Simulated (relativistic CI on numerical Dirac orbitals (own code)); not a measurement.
**Zr³⁺ (4d) in crystal fields: levels and magnetism**

Aim: the levels, ground state and powder susceptibility of Zr³⁺ in 6 parametric crystal fields.

Program: relativistic CI on numerical Dirac orbitals (own code) version 1. Level of theory: Dirac-Coulomb-Breit CI, KLI orbitals optimised for each configuration, model QED (radiative potential, 1s self-energy scaled to tabulated hydrogen-like ionisation energies), valence Slater integrals scaled by 0.75, one configuration in a parametric crystal field. These are calculated values, not measurements, unless marked.

## (1) Starting point

```
ion            : Zr³⁺ (Zr IV)
nuclear charge : 40
electrons      : 37
open shell     : 4d
Slater scale   : 0.75
field 1 (cm⁻¹) : Oh, 10Dq = 34700
field 2 (cm⁻¹) : Oh, 10Dq = 39500
field 3 (cm⁻¹) : Oh, 10Dq = 44250
field 4 (cm⁻¹) : Oh, 10Dq = 49050
field 5 (cm⁻¹) : Oh, 10Dq = 53850
field 6 (cm⁻¹) : Oh, 10Dq = 58600
```

Outer shells as boxes (Hund's rule):

[Kr] 4d1
```
[Kr] core
4d [↑ ][  ][  ][  ][  ]
```

## (2) Field 1: Oh, 10Dq = 34700

Settings of the run:

```ini
atom Zr  Z=40  charge=3  electrons=37
nucleus A=90  rms_radius_fm=4.2694
hamiltonian dirac-coulomb  breit=on  qed=on  c_scale=1
orbitals kli  potential=per-configuration
slater_scale 0.75
correlation none
mixing on
configurations
  [Kr] 4d
end
crystal_field Oh 10Dq=34700
```

## (3) Field 2: Oh, 10Dq = 39500

The settings differ from step 2 so:

```diff
@@ -10,2 +10,2 @@
 end
-crystal_field Oh 10Dq=34700
+crystal_field Oh 10Dq=39500
```

## (4) Field 3: Oh, 10Dq = 44250

The settings differ from step 3 so:

```diff
@@ -10,2 +10,2 @@
 end
-crystal_field Oh 10Dq=39500
+crystal_field Oh 10Dq=44250
```

## (5) Field 4: Oh, 10Dq = 49050

The settings differ from step 4 so:

```diff
@@ -10,2 +10,2 @@
 end
-crystal_field Oh 10Dq=44250
+crystal_field Oh 10Dq=49050
```

## (6) Field 5: Oh, 10Dq = 53850

The settings differ from step 5 so:

```diff
@@ -10,2 +10,2 @@
 end
-crystal_field Oh 10Dq=49050
+crystal_field Oh 10Dq=53850
```

## (7) Field 6: Oh, 10Dq = 58600

The settings differ from step 6 so:

```diff
@@ -10,2 +10,2 @@
 end
-crystal_field Oh 10Dq=53850
+crystal_field Oh 10Dq=58600
```

(Steps that only read results are left out.)

Q: Predict the outcome of this session. Wanted: ground spin.

**Answer**, as computed:

| field | ground state | degeneracy | S | J | first gap (cm⁻¹) | stabilisation (cm⁻¹) | χT at 2 K | χT at 300 K |
| --- | --- | --- | --- | --- | --- | --- | --- | --- |
| 1: Oh | G8 | 4 | 0.50 | 1.93 | 676 | -13443 | 0.002 | 0.226 |
| 2: Oh | G8 | 4 | 0.50 | 1.94 | 675 | -15362 | 0.002 | 0.227 |
| 3: Oh | G8 | 4 | 0.50 | 1.94 | 674 | -17262 | 0.002 | 0.227 |
| 4: Oh | G8 | 4 | 0.50 | 1.94 | 674 | -19181 | 0.002 | 0.227 |
| 5: Oh | G8 | 4 | 0.50 | 1.94 | 673 | -21100 | 0.002 | 0.227 |
| 6: Oh | G8 | 4 | 0.50 | 1.94 | 673 | -23000 | 0.002 | 0.227 |

χT is in cm³ K/mol; stabilisation counts from the free ion's lowest level; S and J come from the expectation values of their squares.

```
                           quantity                                                 value
ground spin (effective S from ⟨S²⟩)  1: 0.50, 2: 0.50, 3: 0.50, 4: 0.50, 5: 0.50, 6: 0.50
                        χT at 300 K                                0.23 to 0.23 cm³ K/mol
```

**Reading.** All fields leave the ground state at S = 1/2. The field is a set of parameters, without covalency or charge transfer.
